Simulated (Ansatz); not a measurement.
# CH6BFOSi: one species, many methods

An exercise on one series of results from a longer session: the logs are not shown, and one member is left open.

The runs use Ansatz 0.2.0, Gaussian basis; functionals in def2-TZVPP, the program's frozen cores in correlated methods.

Levels to be run: PBE-D4, r2SCAN-D4, PBE0-D4, B3LYP-D4, ωB97X-V, ωB97M-V, B2PLYP; CCSD(T)/def2-TZVPP; MP2/def2-QZVPP; extrapolation to the limit.

### The geometry

The geometry comes from an earlier relaxation with PBE0-D4 in a triple-zeta def2 set; it is a stationary point, not always the lowest conformer.

11 atoms, charge 0, spin multiplicity 1.

Atoms are counted from 1 here; the program's logs count them from 0.

Bond lengths: F1–B2 1.333 Å, B2–O3 1.340 Å, B2–H6 1.193 Å, O3–C4 1.429 Å, C4–Si5 1.893 Å, C4–H7 1.093 Å, C4–H8 1.094 Å, Si5–H9 1.486 Å, Si5–H10 1.484 Å, Si5–H11 1.487 Å. Angles: F1–B2–O3 121.0°, F1–B2–H6 119.5°, O3–B2–H6 119.5°, B2–O3–C4 122.7°, O3–C4–Si5 110.3°, O3–C4–H7 107.3°, O3–C4–H8 111.1°, Si5–C4–H7 110.1°, Si5–C4–H8 110.4°, H7–C4–H8 107.5°, C4–Si5–H9 109.3°, C4–Si5–H10 110.1°, C4–Si5–H11 108.6°, H9–Si5–H10 109.5°, H9–Si5–H11 109.7°, H10–Si5–H11 109.7°.

The first run:

in.yaml reads:

```yaml
crystal:
  periodic: [false, false, false]
  atoms:
    - {symbol: F, position_ang: [-1.040079, 0.077935, 2.251186]}
    - {symbol: B, position_ang: [0.097813, 0.696797, 1.937575]}
    - {symbol: O, position_ang: [0.803608, 0.336690, 0.856806]}
    - {symbol: C, position_ang: [0.385867, -0.708231, -0.024462]}
    - {symbol: Si, position_ang: [-0.259920, 0.019948, -1.647935]}
    - {symbol: H, position_ang: [0.495558, 1.582317, 2.630189]}
    - {symbol: H, position_ang: [1.257827, -1.339361, -0.215526]}
    - {symbol: H, position_ang: [-0.379300, -1.335564, 0.442420]}
    - {symbol: H, position_ang: [-1.427033, 0.894020, -1.363503]}
    - {symbol: H, position_ang: [0.805160, 0.815850, -2.308137]}
    - {symbol: H, position_ang: [-0.674001, -1.097204, -2.538012]}
basis:
  gaussian: {orbitals: def2-TZVPP}
hamiltonian: {xc: pbe, dispersion: d4}
output: {forces: true, orbitals: {seedname: orbitals}}
```

On the command line:

```bash
$ ansatz run in.yaml --threads 4 --pin off --events-out ev --progress --plain --max-ram 10444MiB
```

Steps of the session up to this table: PBE-D4 (GGA); r2SCAN-D4 (meta-GGA); PBE0-D4 (hybrid); B3LYP-D4 (hybrid); ωB97X-V (range-separated); ωB97M-V (range-separated); B2PLYP (double hybrid); CCSD(T) in def2-TZVPP; MP2 in def2-QZVPP.

One of the session's tables, all rows but one given; the rest of the session is left out.

```
            method  atomisation energy (eV)
            PBE-D4                   43.317
         r2SCAN-D4                   42.946
           PBE0-D4                   42.628
          B3LYP-D4                   42.823
           ωB97X-V                   42.940
           ωB97M-V                   42.953
            B2PLYP                   42.436
     HF/def2-TZVPP                   32.312
    MP2/def2-TZVPP                   42.504
   CCSD/def2-TZVPP                        ?
CCSD(T)/def2-TZVPP                   41.769
           MP2/CBS                   43.514
       CCSD(T)/CBS                   42.779
```

**Question.** Estimate the row for CCSD/def2-TZVPP.

The run gave: atomisation energy (eV): 41.238. In the column «atomisation energy (eV)» it lies between HF/def2-TZVPP (32.312) and CCSD(T)/def2-TZVPP (41.769).

Limits of these values: Free atoms (1 F, 1 B, 1 O, 1 C, 1 Si, 6 H) were run apart at each level; the atomisation energy is their sum less the molecule, without zero-point or spin-orbit terms.
